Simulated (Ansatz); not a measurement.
# KRh (P1) in Ansatz: convergence with wavefunction cutoff

Aim: find how far wavefunction cutoff must go before the results for KRh settle, at LDA. This setting moves, with any that are tied to it; all else stays.

All numbers are computed with Ansatz 0.2.0; they aren't measurements. Logs are shortened: lines on timing, memory, paths and dates and some standing lists are left out, and cuts for length are marked.

## (1) The cell of the first run

The typed cell holds 2 atoms: a = 3.501 Å, b = 3.501 Å, c = 5.808 Å, α = 90.00°, β = 90.00°, γ = 120.00°.

The cell was built by a generator and needn't be a form met in nature.

The cell isn't the ideal one: atoms moved at random, drawn with an rms of 0.05 Å.

## (2) With wavefunction cutoff 400 eV

Input file input.yaml:

```yaml
crystal:
  lattice:
    - [3.50073903, 0.0, 0.0]
    - [-1.75036952, 3.03172893, 0.0]
    - [0.0, 0.0, 5.80784805]
  atoms:
    - { symbol: K, position: [0.3397, 0.6685, 0.073846] }
    - { symbol: Rh, position: [0.668957, 0.326359, 0.809183] }
hamiltonian:
  xc: lda
  pseudopotentials: { kind: nc, accuracy: standard }
kpoints:
  mp_grid: { grid: [6, 6, 4] }
scf:
  occupations: { method: gaussian, width: 0.1 }
output:
  forces: true
  stress: true
  eigenvalues: true
basis:
  ecutwfc: "400 eV"
```

Potentials or basis: PseudoDojo standard (LDA files).

Started as:

```bash
$ ansatz run input.yaml --threads 2 --pin off --max-ram 5632MiB --backend cpu --events-out ev --progress --plain --runs-dir out
```

Run time: 2.6 s. Hardware: 2 threads of Arm Neoverse V2, shared host; peak memory 0.3 GiB.

What came out:

```
Free energy            : -3979.5921 eV
Pressure               : 1.0 GPa
Largest force          : 2.090 eV/Å
Band gap on the k mesh : none (metal or under the smearing width)
```

## (3) With wavefunction cutoff 500 eV

Changes to input.yaml since step 2:

```diff
@@ -20,2 +20,2 @@
 basis:
-  ecutwfc: "400 eV"
+  ecutwfc: "500 eV"
```

Potentials or basis: PseudoDojo standard (LDA files).

Started as:

```bash
$ ansatz run input.yaml --threads 2 --pin off --max-ram 5632MiB --backend cpu --events-out ev --progress --plain --runs-dir out
```

Wall time 4 s (2 threads of Arm Neoverse V2, shared host); peak memory 0.32 GiB.

Results:

- Free energy: -3992.6585 eV
- Pressure: -0.2 GPa
- Largest force: 1.634 eV/Å
- Band gap on the k mesh: none (metal or under the smearing width)

## (4) With wavefunction cutoff 600 eV

Changes to input.yaml since step 3:

```diff
@@ -20,2 +20,2 @@
 basis:
-  ecutwfc: "500 eV"
+  ecutwfc: "600 eV"
```

Started as:

```bash
$ ansatz run input.yaml --threads 2 --pin off --max-ram 5632MiB --backend cpu --events-out ev --progress --plain --runs-dir out
```

Run time: 5.2 s. Hardware: 2 threads of Arm Neoverse V2, shared host; peak memory 0.35 GiB.

Results:

- Free energy: -3998.4888 eV
- Pressure: 0.5 GPa
- Largest force: 1.776 eV/Å
- Band gap on the k mesh: none (metal or under the smearing width)

## (5) With wavefunction cutoff 700 eV

Changes to input.yaml since step 4:

```diff
@@ -20,2 +20,2 @@
 basis:
-  ecutwfc: "600 eV"
+  ecutwfc: "700 eV"
```

Started as:

```bash
$ ansatz run input.yaml --threads 2 --pin off --max-ram 5632MiB --backend cpu --events-out ev --progress --plain --runs-dir out
```

Wall time 7.4 s (2 threads of Arm Neoverse V2, shared host); peak memory 0.38 GiB.

What came out:

```
Free energy            : -4001.0464 eV
Pressure               : 0.2 GPa
Largest force          : 1.734 eV/Å
Band gap on the k mesh : none (metal or under the smearing width)
```

## (6) With wavefunction cutoff 850 eV

Changes to input.yaml since step 5:

```diff
@@ -20,2 +20,2 @@
 basis:
-  ecutwfc: "700 eV"
+  ecutwfc: "850 eV"
```

Potentials or basis: PseudoDojo standard (LDA files).

Started as:

```bash
$ ansatz run input.yaml --threads 2 --pin off --max-ram 5632MiB --backend cpu --events-out ev --progress --plain --runs-dir out
```

It took 7 s on 2 threads of Arm Neoverse V2, shared host; peak memory 0.43 GiB.

It converged, with:

| Quantity | Value |
| --- | --- |
| Free energy | -4002.2893 eV |
| Pressure | 0.2 GPa |
| Largest force | 1.735 eV/Å |
| Band gap on the k mesh | none (metal or under the smearing width) |

## (7) With wavefunction cutoff 1000 eV

Changes to input.yaml since step 6:

```diff
@@ -20,2 +20,2 @@
 basis:
-  ecutwfc: "850 eV"
+  ecutwfc: "1000 eV"
```

Started as:

```bash
$ ansatz run input.yaml --threads 2 --pin off --max-ram 5632MiB --backend cpu --events-out ev --progress --plain --runs-dir out
```

Run time: 8.1 s. Hardware: 2 threads of Arm Neoverse V2, shared host; peak memory 0.42 GiB.

It converged, with:

- Free energy: -4002.5381 eV
- Pressure: 0.2 GPa
- Largest force: 1.736 eV/Å
- Band gap on the k mesh: none (metal or under the smearing width)

## (8) With wavefunction cutoff 1200 eV

Changes to input.yaml since step 7:

```diff
@@ -20,2 +20,2 @@
 basis:
-  ecutwfc: "1000 eV"
+  ecutwfc: "1200 eV"
```

Started as:

```bash
$ ansatz run input.yaml --threads 2 --pin off --max-ram 5632MiB --backend cpu --events-out ev --progress --plain --runs-dir out
```

It took 11 s on 2 threads of Arm Neoverse V2, shared host; peak memory 0.48 GiB.

Results (log left out):

```yaml
Free_energy: -4002.5726 eV
Pressure: 0.2 GPa
Largest_force: 1.736 eV/Å
Band_gap_on_the_k_mesh: none (metal or under the smearing width)
```

## (9) With wavefunction cutoff 1400 eV

Changes to input.yaml since step 8:

```diff
@@ -20,2 +20,2 @@
 basis:
-  ecutwfc: "1200 eV"
+  ecutwfc: "1400 eV"
```

Potentials or basis: PseudoDojo standard (LDA files).

Started as:

```bash
$ ansatz run input.yaml --threads 2 --pin off --max-ram 5632MiB --backend cpu --events-out ev --progress --plain --runs-dir out
```

Run time: 14 s. Hardware: 2 threads of Arm Neoverse V2, shared host; peak memory 0.57 GiB.

The run converged. Its results:

| Quantity | Value |
| --- | --- |
| Free energy | -4002.5731 eV |
| Pressure | 0.2 GPa |
| Largest force | 1.737 eV/Å |
| Band gap on the k mesh | none (metal or under the smearing width) |

## (10) With wavefunction cutoff 1700 eV

Changes to input.yaml since step 9:

```diff
@@ -20,2 +20,2 @@
 basis:
-  ecutwfc: "1400 eV"
+  ecutwfc: "1700 eV"
```

Potentials or basis: PseudoDojo standard (LDA files).

Started as:

```bash
$ ansatz run input.yaml --threads 2 --pin off --max-ram 5632MiB --backend cpu --events-out ev --progress --plain --runs-dir out
```

The program printed:

```text
Warning: RAYON_NUM_THREADS=2 ignored (pool sized by the plan → 2); use --threads N
Engine: ansatz 0.2.0, aarch64-unknown-linux-gnu
Pseudopotentials: kind: nc
Pseudopotential: K, nc, valence charge 9, recommended cutoff 979.609905 eV (normal), K.nc.azcp (PseudoDojo's, or run here from an input of PseudoDojo's; its table is named by hamiltonian.pseudopotentials.accuracy)
Pseudopotential: Rh, nc, valence charge 17, recommended cutoff 1197.300995 eV (normal), Rh.nc.azcp (PseudoDojo's, or run here from an input of PseudoDojo's; its table is named by hamiltonian.pseudopotentials.accuracy)
Functional definition: SPW92
  exchange = slater_x
  correlation = pw_c
Crystal: 2 atoms, lattice volume = 61.640 Å³
Basis set: ecut = 1700 eV, 9825 PW (Γ)
Bands: 17, of which v1, the nominal top of the filled ones, is band 13 counted from 1 (12 counted from 0)
Symmetry: 1 space group operations
Space group: P1 (ITA 1), of the structure as read, at distance tolerance 4.0e-5 Å
k-points: 76 of 144 (time reversal used)
Non-local potential: K, projectors of the file, l = 0: 2, l = 1: 2, l = 2: 2
Non-local potential: Rh, projectors of the file, l = 0: 2, l = 1: 2, l = 2: 2
Initial density: superposition of atomic densities (chi_scale 0.1, normalization cell, long waves kept (reshape's long-wave potential 0.01 eV rms))
Initial wavefunctions: pseudopotential atomic-orbital guess
Functional: x = slater, c = lda
SCF iter   1: F=—  HF=-4005.872738 eV  |F-HF|=—  |Δ(HF+E_count)|=         —  Δρ=1.38e-1  dr2=2.44e1  ethr=3.10e-3  ⟨swp⟩=10.9  Hψ=10884  notcnv=0
preconditioner: auto → LDOS  [metal: Δε(μ)=0.060 eV  Ē_g=9.490 eV  σ=0.100 eV  W_gap=0.33  n_scr=22 (ndim 8)  ℏωp=18.9 eV  f_vac=0.163  D(μ)=3.26/eV (n_scr^D=34)  β→1.0]
SCF iter   2: F=—  HF=-4002.796159 eV  |F-HF|=—  |Δ(HF+E_count)|=    3.08e0  Δρ=6.82e-2  dr2=1.75e0  ethr=3.10e-3  ⟨swp⟩=4.9  Hψ=4200  notcnv=0  defer=9
SCF iter   3: F=—  HF=-4002.582526 eV  |F-HF|=—  |Δ(HF+E_count)|=   2.14e-1  Δρ=1.43e-2  dr2=1.15e-1  ethr=3.10e-3  ⟨swp⟩=3.8  Hψ=3072  notcnv=0  defer=9
SCF iter   4: F=—  HF=-4002.574233 eV  |F-HF|=—  |Δ(HF+E_count)|=   8.29e-3  Δρ=3.05e-3  dr2=9.01e-3  ethr=4.43e-4  ⟨swp⟩=2.5  Hψ=2269  notcnv=0
SCF iter   5: F=—  HF=-4002.573464 eV  |F-HF|=—  |Δ(HF+E_count)|=   7.69e-4  Δρ=7.99e-4  dr2=7.59e-4  ethr=3.47e-5  ⟨swp⟩=2.5  Hψ=2003  notcnv=0
SCF iter   6: F=—  HF=-4002.573365 eV  |F-HF|=—  |Δ(HF+E_count)|=   9.95e-5  Δρ=1.37e-4  dr2=9.93e-6  ethr=2.92e-6  ⟨swp⟩=2.4  Hψ=1758  notcnv=0
SCF iter   7: F=—  HF=-4002.573492 eV  |F-HF|=—  |Δ(HF+E_count)|=   1.27e-4  Δρ=4.80e-5  dr2=6.68e-7  ethr=3.82e-8  ⟨swp⟩=2.8  Hψ=2436  notcnv=0
SCF iter   8: F=-4002.573492 eV  HF=-4002.573492 eV  |F-HF|=8.94e-9  |Δ(HF+E_count)|=   1.59e-7  Δρ=6.72e-6  dr2=1.49e-8  ethr=3.85e-10  ⟨swp⟩=10.9  Hψ=9475  notcnv=0
SCF 1 converged in 8 iterations: F = -4002.573492 eV  dr2 = 1.49e-8
SCF converged after 8 iterations
Free energy (F): -4002.573492 eV
Harris-Foulkes:  -4002.573492 eV  (|F-HF|=8.94e-9)
Internal energy: -4002.549336 eV  (E = F + TS)
E sigma→0 (E₀):  -4002.561414 eV
Entropy (-TS):   -0.024156 eV (-12.078 meV/atom)
Fermi energy:    6.035485 eV
--- Per-component energies (eV) ---
  E_band       = -411.255551
  E_kinetic    = 1355.137594
  E_local      = -4542.051063  (includes V_loc(G=0)·N_el)
  E_nonlocal   = 296.355453
  E_hartree    = 1534.133372
  E_xc         = -683.393254
  E_vxc        = -588.963833  (∫ρ·V_xc dr)
  E_ewald      = -1962.731439
  E_smearing   = -0.024156  (= −TS)
  E_closure    = -0.000000  (closes the sum)
  Σ components = -4002.573492   (vs F -4002.573492, Δ=0.00e0)
--- Forces (eV/Å), atoms counted from 1 ---
  atom   1  K      0.00038683    -0.00902144     1.73646240
  atom   2  Rh    -0.00038148     0.00899866    -1.73626539
  max |Σ_I F_I| component: 1.97e-4 eV/Å
--- Stress (GPa, compression-positive) ---
       -1.320464       0.006053       0.001562
        0.006053      -1.070243      -0.036614
        0.001562      -0.036614       3.060030
  P = ⅓ Tr σ = 0.2231 GPa (2.231 kbar)
--- Band table (eV; the first three rows and the last of 76) ---
  k-point 0: bands = ["-70.2932", "-38.4217", "-38.4176", "-38.1451", "-23.9197", "-7.8329", "-7.3916", "-7.3750", "3.6681", "4.8097", "5.1512", "5.1533", "5.7313", "5.7380", "8.3256", "10.1473", "13.1327"]
  k-point 1: bands = ["-70.2932", "-38.4217", "-38.4176", "-38.1451", "-23.9196", "-7.8375", "-7.3916", "-7.3750", "3.8659", "4.9064", "5.1495", "5.1507", "5.7293", "5.7368", "7.2417", "11.1761", "13.1739"]
  k-point 2: bands = ["-70.2932", "-38.4217", "-38.4176", "-38.1451", "-23.9195", "-7.8422", "-7.3916", "-7.3750", "4.0809", "5.1289", "5.1480", "5.1892", "5.7273", "5.7358", "6.3071", "11.9045", "13.2160"]
  k-point 75: bands = ["-70.2913", "-38.4538", "-38.4292", "-38.1386", "-23.8105", "-8.1925", "-7.6955", "-7.5675", "4.2272", "5.4207", "5.8617", "5.9005", "6.2329", "8.3638", "8.5162", "10.1196", "11.1202"]
```

It took 20 s on 2 threads of Arm Neoverse V2, shared host; peak memory 0.68 GiB.

Results:

* Free energy: -4002.5735 eV
* Pressure: 0.2 GPa
* Largest force: 1.736 eV/Å
* Band gap on the k mesh: none (metal or under the smearing width)

## (11) The series at a glance

| wavefunction cutoff | energy less the tightest run, at zero smearing (meV/atom) | pressure (GPa) | largest force (eV/Å) | SCF cycles | CPU time (s) | peak memory (GiB) |
| --- | --- | --- | --- | --- | --- | --- |
| 400 eV | 11490.12 | 0.98 | 2.090 | 9 | 5 | 0.3 |
| 500 eV | 4957.06 | -0.17 | 1.634 | 9 | 7.9 | 0.32 |
| 600 eV | 2042.23 | 0.47 | 1.776 | 8 | 10 | 0.35 |
| 700 eV | 763.47 | 0.19 | 1.734 | 8 | 15 | 0.38 |
| 850 eV | 142.10 | 0.22 | 1.735 | 8 | 14 | 0.43 |
| 1000 eV | 17.71 | 0.22 | 1.736 | 8 | 16 | 0.42 |
| 1200 eV | 0.47 | 0.22 | 1.736 | 8 | 22 | 0.48 |
| 1400 eV | 0.19 | 0.22 | 1.737 | 8 | 27 | 0.57 |
| 1700 eV | 0.00 | 0.22 | 1.736 | 8 | 39 | 0.68 |

Against the tightest run, the energy stays within 1 meV/atom from 1200 eV on; the pressure stays within 0.1 GPa from 700 eV on; the largest force stays within 0.005 eV/Å from 700 eV on. The tightest run that finished is the yardstick and may itself not be fully converged.
